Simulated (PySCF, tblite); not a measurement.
**C3H10B2ClP: geometry, infrared bands and NMR shifts**

What infrared bands and NMR shifts should C3H10B2ClP (`BPB(Cl)CCC`) show?

Programs: tblite 0.8.0 and PySCF 2.14.0, with density-fitted response routines of our own. Each step states its level of theory. These are calculated values for one molecule in the gas phase, unless marked as measured. Atoms are numbered from 0 throughout.

## (1) The starting structure

17 atoms, charge 0, multiplicity 1; geometry from: force field or distance geometry start.

Bonds of the start (Å): B0–P1 1.93, P1–B2 1.92, B2–Cl3 1.84, B2–C4 1.61, C4–C5 1.49, C5–C6 1.53, B0–H7 1.19, B0–H8 1.19, P1–H9 1.43, C4–H10 1.12, C4–H11 1.11, C5–H12 1.09, C5–H13 1.10, C6–H14 1.11, C6–H15 1.12, C6–H16 1.09.

## (2) Geometry optimisation with GFN2-xTB

What the job is given:

```
{"job": {"kind": "relax", "xc": "GFN2-xTB", "basis": "xTB"}, "charge": 0, "multiplicity": 1}
B      3.516900     0.903400     0.995300
P      2.018300     0.821300    -0.216500
B      0.546100    -0.178200     0.509900
Cl     0.806300    -1.506600     1.761800
C     -0.605400    -0.480000    -0.571500
C     -1.935200    -0.802200     0.026300
C     -2.351900     0.413400     0.856600
H      4.210700    -0.044700     1.187300
H      4.121800     1.922100     0.971300
H      2.384000     0.391900    -1.534300
H     -0.677400     0.460200    -1.169200
H     -0.193600    -1.251500    -1.248900
H     -2.654700    -0.951800    -0.784300
H     -1.873700    -1.729600     0.623200
H     -1.895300     0.287400     1.857900
H     -3.456400     0.448400     1.009800
H     -1.967500     1.308600     0.364900
```

The run is started by

```bash
> OMP_NUM_THREADS=1 python probes_run.py task.json out
```

The driver reads the jobs from task.json and runs them one after another.

**Question.** This job is followed by: GFN2-xTB harmonic vibrations, gas phase; GIAO PBE0/pcSseg-1 NMR shielding, non-relativistic, gas phase. Predict these results of the whole session: strongest single infrared mode (GFN2-xTB); zero-point energy (GFN2-xTB); ¹³C shifts against TMS (PBE0/pcSseg-1); ¹H shifts against TMS (PBE0/pcSseg-1, means over atoms taken as alike); ¹¹B shifts against BF3·OEt2 (PBE0/pcSseg-1); ³¹P shifts against H3PO4 (PBE0/pcSseg-1); ³⁵Cl shifts against HCl (PBE0/pcSseg-1).

The runs gave:

```
                                                              quantity                             value
                             strongest single infrared mode (GFN2-xTB)             2396 cm⁻¹, 107 km/mol
                                          zero-point energy (GFN2-xTB)                     80.5 kcal/mol
                                ¹³C shifts against TMS (PBE0/pcSseg-1)              35.0, 24.2, 18.8 ppm
¹H shifts against TMS (PBE0/pcSseg-1, means over atoms taken as alike)  7.75, 4.84, 1.88, 1.62, 0.91 ppm
                           ¹¹B shifts against BF3·OEt2 (PBE0/pcSseg-1)                    72.8, 68.3 ppm
                              ³¹P shifts against H3PO4 (PBE0/pcSseg-1)                         -25.4 ppm
                               ³⁵Cl shifts against HCl (PBE0/pcSseg-1)                           235 ppm
```

Over 109 steps the energy fell by 1.934 eV; of the close pairs, B0–P1 changed most, 1.929 to 1.805 Å. All 45 modes are real, so the xTB geometry is a minimum. The strongest single mode, at 2396 cm⁻¹, moves mainly H9. Unscaled tight-binding wavenumbers are off by several per cent, some by more. Its intensities can rank the bands wrongly. At PBE0/pcSseg-1: Shielding is most anisotropic at Cl3 (span 713 ppm, paramagnetic term -435 ppm).
